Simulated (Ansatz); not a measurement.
# C9H20: the cost of one run

Method: one geometry, several basis sets; program: Ansatz 0.2.0, Gaussian basis.

Plan: PBE0-D4/def2-SVP; ωB97M-V/def2-SVP; PBE0-D4/def2-QZVPP; ωB97M-V/def2-QZVPP; the functionals' def2-TZVPP values are taken from earlier runs.

## 1. Structure used throughout

An earlier PBE0-D4 in a triple-zeta def2 set relaxation fixed the geometry.

SMILES `CCC(C(C)C)C(C)C`, 29 atoms, charge 0, spin multiplicity 1.

Atoms are counted from 1 here; the program's logs count them from 0.

Bond lengths: C1–C2 1.520 Å, C1–H10 1.094 Å, C1–H11 1.093 Å, C1–H12 1.093 Å, C2–C3 1.541 Å, C2–H13 1.093 Å, C2–H14 1.095 Å, C3–C4 1.538 Å, C3–C7 1.539 Å, C3–H15 1.101 Å, C4–C5 1.523 Å, C4–C6 1.524 Å, C4–H16 1.098 Å, C5–H17 1.091 Å, C5–H18 1.093 Å, C5–H19 1.095 Å, C6–H20 1.095 Å, C6–H21 1.093 Å and more. Angles: C2–C1–H10 110.8°, C2–C1–H11 111.6°, C2–C1–H12 111.4°, H10–C1–H11 107.7°, H10–C1–H12 107.3°, H11–C1–H12 107.8°, C1–C2–C3 113.8°, C1–C2–H13 108.5°, C1–C2–H14 109.5°, C3–C2–H13 110.0°, C3–C2–H14 109.7°, H13–C2–H14 105.0°, C2–C3–C4 111.3°, C2–C3–C7 112.3°, C2–C3–H15 107.5°, C4–C3–C7 113.5°, C4–C3–H15 106.0°, C7–C3–H15 105.6° and more.

## 2. PBE0-D4 in def2-SVP

in.yaml

```yaml
crystal:
  periodic: [false, false, false]
  atoms:
    - {symbol: C, position_ang: [1.272124, -0.137619, -2.364313]}
    - {symbol: C, position_ang: [0.352938, -0.736896, -1.312476]}
    - {symbol: C, position_ang: [0.150548, 0.162728, -0.077213]}
    - {symbol: C, position_ang: [-1.286268, 0.708713, -0.011962]}
    - {symbol: C, position_ang: [-1.561701, 1.524385, 1.244399]}
    - {symbol: C, position_ang: [-1.602559, 1.556614, -1.238536]}
    - {symbol: C, position_ang: [0.608994, -0.518635, 1.224316]}
    - {symbol: C, position_ang: [2.093808, -0.856362, 1.185445]}
    - {symbol: C, position_ang: [-0.217328, -1.745817, 1.584395]}
    - {symbol: H, position_ang: [2.269668, 0.040119, -1.952952]}
    - {symbol: H, position_ang: [1.381277, -0.799318, -3.227559]}
    - {symbol: H, position_ang: [0.892893, 0.822169, -2.724718]}
    - {symbol: H, position_ang: [0.760053, -1.704632, -1.007330]}
    - {symbol: H, position_ang: [-0.617533, -0.966422, -1.764090]}
    - {symbol: H, position_ang: [0.803200, 1.040751, -0.197337]}
    - {symbol: H, position_ang: [-1.969988, -0.150892, -0.016248]}
    - {symbol: H, position_ang: [-1.519874, 0.923538, 2.154384]}
    - {symbol: H, position_ang: [-2.555958, 1.975950, 1.195990]}
    - {symbol: H, position_ang: [-0.835958, 2.338284, 1.346428]}
    - {symbol: H, position_ang: [-0.956529, 2.440195, -1.270634]}
    - {symbol: H, position_ang: [-2.638121, 1.905196, -1.213422]}
    - {symbol: H, position_ang: [-1.462605, 1.008320, -2.171957]}
    - {symbol: H, position_ang: [0.480099, 0.213248, 2.028845]}
    - {symbol: H, position_ang: [2.321964, -1.614712, 0.431269]}
    - {symbol: H, position_ang: [2.426275, -1.249224, 2.149856]}
    - {symbol: H, position_ang: [2.694791, 0.028835, 0.959499]}
    - {symbol: H, position_ang: [-0.136449, -2.522776, 0.818819]}
    - {symbol: H, position_ang: [-1.276685, -1.505848, 1.701177]}
    - {symbol: H, position_ang: [0.128945, -2.179901, 2.525916]}
basis:
  gaussian: {orbitals: def2-SVP}
hamiltonian: {xc: pbe0, dispersion: d4}
output: {orbitals: {seedname: orbitals}}
```

Started as:

```bash
$ ansatz run in.yaml --threads 5 --pin off --events-out ev --progress --plain --max-ram 66560MiB --backend cpu
```

Q: Estimate wall time and peak memory on 5 threads of AMD EPYC 7R13, shared host.

About 7.5 s, with a peak of 0.96 GiB.
